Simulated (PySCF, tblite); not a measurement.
**C7H9O2P: geometry, infrared bands and NMR shifts**

Aim: predict the infrared bands and NMR shifts of C7H9O2P (`O=P1(c2ccco2)CCC1`).

Computed with tblite 0.8.0 and PySCF 2.14.0, with density-fitted response routines of our own, on a single molecule in the gas phase. Atoms count from 0, in the outputs and in this text.

**1. Starting geometry**

19 atoms, charge 0, multiplicity 1; geometry from: force field or distance geometry start.

Bonds of the start (Å): O0–P1 1.49, P1–C2 1.78, C2–C3 1.36, C3–C4 1.38, C4–C5 1.41, C5–O6 1.30, P1–C7 1.78, C7–C8 1.54, C8–C9 1.53, C9–P1 1.81, O6–C2 1.32, C3–H10 1.09, C4–H11 1.08, C5–H12 1.09, C7–H13 1.10, C7–H14 1.09, C8–H15 1.10, C8–H16 1.11, C9–H17 1.12, C9–H18 1.09.

**2. Relaxing the molecule with GFN2-xTB**

Job settings and geometry (Å):

```
{"job": {"kind": "relax", "xc": "GFN2-xTB", "basis": "xTB"}, "charge": 0, "multiplicity": 1}
O     -0.620100     1.968200    -1.292000
P     -0.494400     0.764800    -0.418900
C      1.158700     0.136800    -0.196200
C      1.807300    -0.049700     0.985700
C      3.055700    -0.553900     0.672400
C      3.057700    -0.619800    -0.732100
O      1.930500    -0.203100    -1.215100
C     -1.632900     0.601900     0.940700
C     -2.695500     0.218400    -0.105700
C     -1.651800    -0.537500    -0.921500
H      1.467800     0.117600     2.008700
H      3.850700    -0.830200     1.347900
H      3.922500    -0.976800    -1.297900
H     -1.980300     1.505800     1.457800
H     -1.418000    -0.212200     1.633700
H     -3.502300    -0.403700     0.313000
H     -3.018100     1.108500    -0.688500
H     -1.822300    -0.518700    -2.025100
H     -1.424900    -1.507000    -0.474200
```

Launch:

```
OMP_NUM_THREADS=1 python probes_run.py task.json out
```

The driver reads the jobs from task.json and runs them one after another.

**Question.** This job is followed by: GFN2-xTB harmonic vibrations, gas phase; GIAO PBE0/pcSseg-1 NMR shielding, non-relativistic, gas phase. What will the session give for the following? strongest single infrared mode (GFN2-xTB); zero-point energy (GFN2-xTB); 13C shifts against TMS (PBE0/pcSseg-1, means over atoms taken as alike); 1H shifts against TMS (PBE0/pcSseg-1, means over atoms taken as alike); 17O shifts against H2O (PBE0/pcSseg-1); 31P shifts against H3PO4 (PBE0/pcSseg-1).

The runs gave:

| quantity | value |
| --- | --- |
| strongest single infrared mode (GFN2-xTB) | 1296 cm⁻¹, 324 km/mol |
| zero-point energy (GFN2-xTB) | 91.3 kcal/mol |
| 13C shifts against TMS (PBE0/pcSseg-1, means over atoms taken as alike) | 154.3, 152.4, 120.3, 117.7, 45.8, 11.3 ppm |
| 1H shifts against TMS (PBE0/pcSseg-1, means over atoms taken as alike) | 7.80, 6.96, 6.76, 3.01, 2.61, 2.03, 1.61 ppm |
| 17O shifts against H2O (PBE0/pcSseg-1) | 323.8, 139.7 ppm |
| 31P shifts against H3PO4 (PBE0/pcSseg-1) | 0.7 ppm |

**Reading.** The optimisation took 173 steps and gained 0.840 eV; among the close pairs (by a distance rule), P1–C7 changed most, from 1.781 to 1.857 Å. No mode is imaginary among the 51: a minimum at this level. The strongest single mode, at 1296 cm⁻¹, moves mainly O0 and P1. Unscaled tight-binding wavenumbers are off by several per cent, some by more. Its intensities can rank the bands wrongly. At PBE0/pcSseg-1: Shielding is most anisotropic at O6 (span 410 ppm, paramagnetic term -384 ppm). NICS(1)zz of -28 ppm above the planar ring from C2 marks a diatropic (aromatic) ring current.
